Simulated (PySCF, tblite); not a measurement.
# C₆H₁₅NOSi: geometry, infrared bands and NMR shifts

What infrared bands and NMR shifts should C₆H₁₅NOSi (`CC[C@@H]1C[C@@H](OC)[Si@@H]1N`) show?

Programs: tblite 0.8.0 and PySCF 2.14.0, with density-fitted response routines of our own. Each step states its level of theory. These are calculated values for one molecule in the gas phase, unless marked as measured. Atoms count from 0, in the outputs and in this text.

### Step 1. Starting geometry

24 atoms, charge 0, multiplicity 1; geometry from: force field or distance geometry start.

Bonds of the start (Å): C0–C1 1.51, C1–C2 1.52, C2–C3 1.51, C3–C4 1.51, C4–O5 1.39, O5–C6 1.40, C4–Si7 1.86, Si7–N8 1.78, Si7–C2 1.81, C0–H9 1.12, C0–H10 1.11, C0–H11 1.12, C1–H12 1.07, C1–H13 1.12, C2–H14 1.13, C3–H15 1.09, C3–H16 1.13, C4–H17 1.12, C6–H18 1.11, C6–H19 1.10, C6–H20 1.10, Si7–H21 1.45, N8–H22 1.02, N8–H23 1.04.

### Step 2. Geometry optimisation with GFN2-xTB

The job: settings as JSON, then the geometry in Å.

```
{"job": {"kind": "relax", "xc": "GFN2-xTB", "basis": "xTB"}, "charge": 0, "multiplicity": 1}
C     -3.044800    -0.281800    -0.562200
C     -1.866600     0.624500    -0.843900
C     -0.958800     0.579000     0.370000
C      0.242600     1.472100     0.143100
C      1.265700     0.398900    -0.164900
O      2.449100     0.483700     0.550800
C      3.488100     0.268700    -0.367300
Si     0.135400    -0.833400     0.656400
N     -0.084500    -2.311900    -0.305000
H     -4.003300     0.167600    -0.924900
H     -2.924400    -1.279900    -1.035400
H     -3.109300    -0.410100     0.553500
H     -1.388900     0.463800    -1.790000
H     -2.291200     1.662600    -0.851700
H     -1.541200     0.917700     1.283100
H      0.036600     2.171800    -0.660500
H      0.516500     1.962700     1.123400
H      1.398400     0.185100    -1.256500
H      4.489600     0.312700     0.114200
H      3.433800     1.009200    -1.181800
H      3.381000    -0.740000    -0.803100
H      0.472200    -1.019800     2.058100
H     -0.881700    -2.894300    -0.036200
H      0.774100    -2.889000    -0.228200
```

Launch:

```console
OMP_NUM_THREADS=1 python probes_run.py task.json out
```

The driver reads the jobs from task.json and runs them one after another.

**Question.** This job is followed by: GFN2-xTB harmonic vibrations, gas phase; GIAO PBE0/pcSseg-1 NMR shielding, non-relativistic, gas phase. Predict these results of the whole session: strongest single infrared mode (GFN2-xTB); zero-point energy (GFN2-xTB); ¹³C shifts against TMS (PBE0/pcSseg-1); ¹H shifts against TMS (PBE0/pcSseg-1, means over atoms taken as alike); ¹⁷O shifts against H2O (PBE0/pcSseg-1); ²⁹Si shifts against TMS (PBE0/pcSseg-1); ¹⁵N shifts against NH3 (PBE0/pcSseg-1).

The runs gave:

| quantity | value |
| --- | --- |
| strongest single infrared mode (GFN2-xTB) | 2205 cm⁻¹, 376 km/mol |
| zero-point energy (GFN2-xTB) | 127.1 kcal/mol |
| ¹³C shifts against TMS (PBE0/pcSseg-1) | 82.4, 60.2, 36.4, 30.5, 28.3, 18.8 ppm |
| ¹H shifts against TMS (PBE0/pcSseg-1, means over atoms taken as alike) | 5.58, 3.91, 3.32, 2.48, 2.35, 1.93, 1.53, 1.38, 0.90, 0.24 ppm |
| ¹⁷O shifts against H2O (PBE0/pcSseg-1) | 31.4 ppm |
| ²⁹Si shifts against TMS (PBE0/pcSseg-1) | -10.3 ppm |
| ¹⁵N shifts against NH3 (PBE0/pcSseg-1) | 12.6 ppm |

What this shows: Over 173 steps the energy fell by 1.020 eV; of the close pairs, C2–Si7 changed most, 1.809 to 1.917 Å. No mode is imaginary among the 66: a minimum at this level. The strongest single mode, at 2205 cm⁻¹, moves mainly H21. Unscaled tight-binding wavenumbers are off by several per cent, some by more. Its intensities can rank the bands wrongly. C4 (sp3 CH bonded to O and Si) lies farthest downfield among carbon, at 82.4 ppm; deshielded by the electronegative neighbour.
